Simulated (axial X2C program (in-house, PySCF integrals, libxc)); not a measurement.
# HGdH: Ω levels from open-shell CI on f8 s0

Aim: the spin–orbit levels of HGdH that arise from the configuration f8 s0 of Gd, and how they move with the bond.

Method: two-component X2C, average-of-configuration Hartree–Fock and CI in the open shells; program: an in-house X2C program for linear molecules on PySCF integrals.

All values are calculated.

**1. The job**

task.json reads:

```json
{"zs": [1, 64, 1], "q": 0, "bas": ["dyall-v3z", "dyall-v3z", "dyall-v3z"], "r0": 2.01, "metal": 1, "shells": [[3, [0, 1, 2, 3], 8], [0, [0], 0]], "fix": 0, "emax": 2.2, "nroots": 4}
```

Keys: zs atomic numbers; q charge; bas basis sets; r0 starting distance in Å; metal index of the metal atom; shells open shells as [l, |m| values, electrons]; fix electron count of the first shell held; emax energy window in eV; nroots roots for each Ω.

The run is started by

```sh
$ python soci.py task.json out
```

Two-component X2C with atomic mean-field Coulomb and Gaunt terms, basis H dyall-v3z, Gd dyall-v3z (cores contracted in-house). Orbitals come from Hartree–Fock averaged over the configuration Gd f8 s0; CI then distributes these electrons over the f, s shells of Gd.

**2. CI at H–Gd–H held linear, both bonds 2.259 Å**

Output:

```text
average of configuration f8 s0
basis functions 212  fitting functions 1071
iter      average energy  largest gradient
   1     -11263.782113144   1.68e-05
converged
CI levels
2*Omega        energy/Eh    cm-1   g(par)  dipole/D  leading shell counts
   12    -11264.12125966        0  17.960   -0.000  {'8 0': 1.0}
   10    -11264.11942177      403  14.304   -0.000  {'8 0': 1.0}
    8    -11264.11755846      812  10.711   -0.000  {'8 0': 1.0}
    6    -11264.11567207     1226   7.228   -0.000  {'8 0': 1.0}
    4    -11264.11379730     1638   3.980   -0.000  {'8 0': 1.0}
    2    -11264.11210658     2009   1.344   -0.000  {'8 0': 1.0}
    0    -11264.11128222     2190   0.000   -0.000  {'8 0': 1.0}
   10    -11264.11045040     2372  15.637   -0.000  {'8 0': 1.0}
    8    -11264.10989734     2494  11.873   -0.000  {'8 0': 1.0}
    6    -11264.10927369     2631   8.118   -0.000  {'8 0': 1.0}
    4    -11264.10861647     2775   4.445   -0.000  {'8 0': 1.0}
    2    -11264.10798583     2913   1.126   -0.000  {'8 0': 1.0}
    0    -11264.10759272     3000   0.000   -0.000  {'8 0': 1.0}
    0    -11264.10550188     3458   0.000   -0.000  {'8 0': 1.0}
    2    -11264.10455419     3666   3.136   -0.000  {'8 0': 1.0}
    0    -11264.10355241     3886   0.000   -0.000  {'8 0': 1.0}
    4    -11264.10353474     3890   6.367   -0.000  {'8 0': 1.0}
    6    -11264.10285480     4039   9.612   -0.000  {'8 0': 1.0}
    8    -11264.10265345     4084  13.350   -0.000  {'8 0': 1.0}
    2    -11264.10105172     4435   4.056   -0.000  {'8 0': 1.0}
    0    -11264.10066328     4520   0.000   -0.000  {'8 0': 1.0}
    4    -11264.09917288     4847   7.371   -0.000  {'8 0': 1.0}
    0    -11264.09721888     5276   0.000   -0.000  {'8 0': 1.0}
    6    -11264.09705009     5313  10.979   -0.000  {'8 0': 1.0}
    0    -11264.09256565     6298   0.000   -0.000  {'8 0': 1.0}
```

Dipoles in the output refer to the first atom as origin.

Run time: 2.2 s. Hardware: 1 thread of Arm Neoverse V2, shared host; peak memory 0.48 GiB.

Active spinors (ω > 0; filled shells left out):

| shell | ω | ε (eV) | character |
| --- | --- | --- | --- |
| f | 5/2 | -0.47 | 100% Gd f |
| f | 3/2 | -0.32 | 100% Gd f |
| f | 1/2 | -0.23 | 100% Gd f |
| f | 7/2 | 0.13 | 100% Gd f |
| f | 5/2 | 0.26 | 100% Gd f |
| f | 3/2 | 0.35 | 100% Gd f |
| f | 1/2 | 0.41 | 100% Gd f |
| s | 1/2 | 2.02 | 80% Gd s, 17% Gd d |

The levels:

| Ω | energy (cm⁻¹) | g∥ | configuration |
| --- | --- | --- | --- |
| 6 | 0 | 17.96 | 100% f8 |
| 5 | 403 | 14.30 | 100% f8 |
| 4 | 812 | 10.71 | 100% f8 |
| 3 | 1226 | 7.23 | 100% f8 |
| 2 | 1638 | 3.98 | 100% f8 |
| 1 | 2009 | 1.34 | 100% f8 |
| 0 | 2190 | 0.00 | 100% f8 |
| 5 | 2372 | 15.64 | 100% f8 |
| 4 | 2494 | 11.87 | 100% f8 |
| 3 | 2631 | 8.12 | 100% f8 |
| 2 | 2775 | 4.45 | 100% f8 |
| 1 | 2913 | 1.13 | 100% f8 |
| 0 | 3000 | 0.00 | 100% f8 |
| 0 | 3458 | 0.00 | 100% f8 |
| 1 | 3666 | 3.14 | 100% f8 |
| 0 | 3886 | 0.00 | 100% f8 |
| 2 | 3890 | 6.37 | 100% f8 |
| 3 | 4039 | 9.61 | 100% f8 |
| 4 | 4084 | 13.35 | 100% f8 |
| 1 | 4435 | 4.06 | 100% f8 |

g∥ is the magnitude of 2⟨Lz + ge Sz⟩ for the +Ω component.

**3. The same at H–Gd–H held linear, both bonds 2.101 Å**

| Ω | energy (cm⁻¹) | g∥ | configuration |
| --- | --- | --- | --- |
| 6 | 0 | 17.96 | 100% f8 |
| 5 | 413 | 14.29 | 100% f8 |
| 4 | 830 | 10.68 | 100% f8 |
| 3 | 1254 | 7.17 | 100% f8 |
| 2 | 1676 | 3.90 | 100% f8 |
| 1 | 2062 | 1.24 | 100% f8 |
| 0 | 2254 | 0.00 | 100% f8 |
| 5 | 2422 | 15.65 | 100% f8 |
| 4 | 2535 | 11.90 | 100% f8 |
| 3 | 2666 | 8.15 | 100% f8 |

**4. Curves along the symmetric stretch (R is each bond)**

The same input was run at the other distances (logs left out). Energies in cm⁻¹ from the lowest point; levels are followed by energy order within each Ω.

| R (Å) | (1)Ω=6 | (1)Ω=5 | (1)Ω=4 | (1)Ω=3 | (1)Ω=2 | (1)Ω=1 | (1)Ω=0 |
| --- | --- | --- | --- | --- | --- | --- | --- |
| 2.101 | 1409 | 1822 | 2240 | 2663 | 3085 | 3471 | 3663 |
| 2.180 | 339 | 748 | 1163 | 1583 | 2001 | 2383 | 2572 |
| 2.259 | 0 | 403 | 812 | 1226 | 1638 | 2009 | 2190 |
| 2.349 | 323 | 719 | 1120 | 1525 | 1924 | 2279 | 2447 |
| 2.440 | 1252 | 1639 | 2030 | 2423 | 2809 | 3143 | 3297 |
| 2.541 | 2821 | 3197 | 3576 | 3956 | 4323 | 4634 | 4772 |
| 2.666 | 5331 | 5692 | 6055 | 6415 | 6758 | 7039 | 7158 |

Constants where the minimum is well bracketed:

| level of the curve | Te (cm⁻¹) | Re (Å) | ωe (cm⁻¹) |
| --- | --- | --- | --- |
| (1)Ω=6 | 0 | 2.262 | 1247.5 |
| (1)Ω=5 | 403 | 2.263 | 1244.7 |
| (1)Ω=4 | 812 | 2.264 | 1241.6 |
| (1)Ω=3 | 1225 | 2.265 | 1237.8 |
| (1)Ω=2 | 1636 | 2.266 | 1232.7 |
| (1)Ω=1 | 2006 | 2.268 | 1225.5 |
| (1)Ω=0 | 2185 | 2.269 | 1220.2 |

**5. What came out**

```
                 quantity                       value
lowest level of the model  Ω = 6, g∥ = 17.96, 100% f8
               next level      Ω = 5, 403 cm⁻¹ higher
  lowest curve, Re and ωe        2.262 Å, 1247.5 cm⁻¹
```

What this shows: In the lowest level ⟨Sz⟩ = 2.97 and ⟨Lz⟩ = 3.03; its leading determinant has weight 0.21 among 450. The 7 lowest levels are the Ω components of the Hund's-rule level 7F6 of f8 (free-ion gJ = 1.500), split by the axial field over 2190 cm⁻¹. From 2.259 to 2.101 Å the gap from the lowest to the fifth level goes from 1638 to 1676 cm⁻¹. Without dynamic correlation distances can be off by several hundredths of an Å, and the wavenumbers are rough. Dynamic correlation is missing, so gaps between terms are too wide and other configurations may lie lower; the lowest level listed is that of this model, not necessarily the ground state. At most 4 roots were kept for each Ω > 0 (twice that for Ω = 0) within 2.2 eV of the lowest, so higher up levels can be missing between those listed; levels with Ω > 0 are doubly degenerate and listed once, Ω = 0 levels singly. States that fill the shells left empty in the average are placed too high. The molecule was held linear; bending was not examined.
